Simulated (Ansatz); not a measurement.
**C4H2F8: one species, many methods**

An exercise on one series of results from a longer session: the logs are not shown, and one member is left open.

Computed with Ansatz 0.2.0, Gaussian basis. Level: functionals in def2-TZVPP, the program's frozen cores in correlated methods.

Levels to be run: LDA (SPW92), PBE-D4, revPBE-D4, BLYP-D4, r2SCAN-D4, B97M-V, PBE0-D4, B3LYP-D4, r2SCANh-D4, r2SCAN0-D4, HSE06-D4, BHLYP-D4, CAM-B3LYP-D4, LC-ωPBE, ωB97X-V, ωB97M-V, B2PLYP, PBE-QIDH; CCSD(T)/def2-SVP; CCSD(T)/def2-TZVPP; MP2/def2-QZVPP; extrapolation to the limit; RPA on PBE.

## Structure used throughout

An earlier PBE0-D4 in a triple-zeta def2 set relaxation fixed the geometry.

SMILES `FC(F)C(F)(C(F)F)C(F)(F)F`, 14 atoms, charge 0, spin multiplicity 1.

Atoms are counted from 1 here; the program's logs count them from 0.

Bond lengths: F1–C2 1.340 Å, C2–F3 1.353 Å, C2–C4 1.540 Å, C2–H13 1.093 Å, C4–F5 1.363 Å, C4–C6 1.540 Å, C4–C9 1.544 Å, C6–F7 1.342 Å, C6–F8 1.350 Å, C6–H14 1.093 Å, C9–F10 1.330 Å, C9–F11 1.335 Å, C9–F12 1.323 Å. Angles: F1–C2–F3 107.6°, F1–C2–C4 110.2°, F1–C2–H13 109.8°, F3–C2–C4 108.5°, F3–C2–H13 108.8°, C4–C2–H13 111.8°, C2–C4–F5 109.0°, C2–C4–C6 108.7°, C2–C4–C9 111.0°, F5–C4–C6 106.8°, F5–C4–C9 107.5°, C6–C4–C9 113.6°, C4–C6–F7 111.3°, C4–C6–F8 109.9°, C4–C6–H14 109.0°, F7–C6–F8 108.4°, F7–C6–H14 108.9°, F8–C6–H14 109.3° and more.

Set-up of the first run:

File in.yaml:

```yaml
crystal:
  periodic: [false, false, false]
  atoms:
    - {symbol: F, position_ang: [-0.864252, -0.199549, 2.250181]}
    - {symbol: C, position_ang: [-1.046415, 0.208825, 0.987242]}
    - {symbol: F, position_ang: [-1.467913, 1.494180, 1.029046]}
    - {symbol: C, position_ang: [0.283503, 0.155321, 0.213107]}
    - {symbol: F, position_ang: [1.260048, 0.734595, 0.966343]}
    - {symbol: C, position_ang: [0.144754, 1.002425, -1.065301]}
    - {symbol: F, position_ang: [1.206279, 0.847861, -1.870858]}
    - {symbol: F, position_ang: [-0.961827, 0.630835, -1.743902]}
    - {symbol: C, position_ang: [0.707786, -1.304856, -0.055678]}
    - {symbol: F, position_ang: [0.727688, -2.006957, 1.073171]}
    - {symbol: F, position_ang: [-0.161449, -1.882954, -0.887083]}
    - {symbol: F, position_ang: [1.916448, -1.364871, -0.590997]}
    - {symbol: H, position_ang: [-1.819036, -0.399847, 0.509914]}
    - {symbol: H, position_ang: [0.061386, 2.055891, -0.786387]}
basis:
  gaussian: {orbitals: def2-TZVPP}
hamiltonian: {xc: lda}
output: {orbitals: {seedname: orbitals}}
```

Started as:

```console
$ ansatz run in.yaml --threads 4 --pin off --events-out ev --progress --plain --max-ram 46080MiB --backend cuda --devices 0, --max-vram 37GiB
```

Among the steps run: LDA; PBE-D4 (GGA); revPBE-D4 (GGA); BLYP-D4 (GGA); r2SCAN-D4 (meta-GGA); B97M-V (meta-GGA); PBE0-D4 (hybrid); B3LYP-D4 (hybrid); r2SCANh-D4 (hybrid); r2SCAN0-D4 (hybrid); HSE06-D4 (hybrid); BHLYP-D4 (hybrid); CAM-B3LYP-D4 (range-separated); LC-ωPBE (range-separated); ωB97X-V (range-separated); ωB97M-V (range-separated); B2PLYP (double hybrid); PBE-QIDH (double hybrid).

One table of the session follows, with a row left open; its other results are not shown here.

It belongs to the step «Orbital energies across the functionals». 

```
  functional  HOMO (eV)  gap (eV)
 LDA (SPW92)      -8.62      7.55
      PBE-D4      -8.39      7.72
   revPBE-D4      -8.30      7.78
     BLYP-D4          ?         ?
   r2SCAN-D4      -8.82      8.48
      B97M-V      -8.99      8.70
     PBE0-D4     -10.23     10.71
    B3LYP-D4     -10.03     10.20
  r2SCANh-D4      -9.50      9.57
  r2SCAN0-D4     -10.52     11.20
    HSE06-D4      -9.82      9.91
    BHLYP-D4     -12.08     13.70
CAM-B3LYP-D4     -11.81     13.38
     LC-ωPBE     -13.04     15.94
     ωB97X-V     -12.72     15.53
     ωB97M-V     -12.63     15.20
```

Q: Estimate the row for BLYP-D4 from the others.

Worked estimate for «HOMO (eV)». Against the share of exact exchange, B3LYP-D4 (0.2, -10.03), BHLYP-D4 (0.5, -12.08) give a slope of -6.83 per unit share; at 0 the line stands at -8.66.

The run gave: HOMO (eV): -8.39; gap (eV): 7.82. In «HOMO (eV)» the line misses by -0.27.
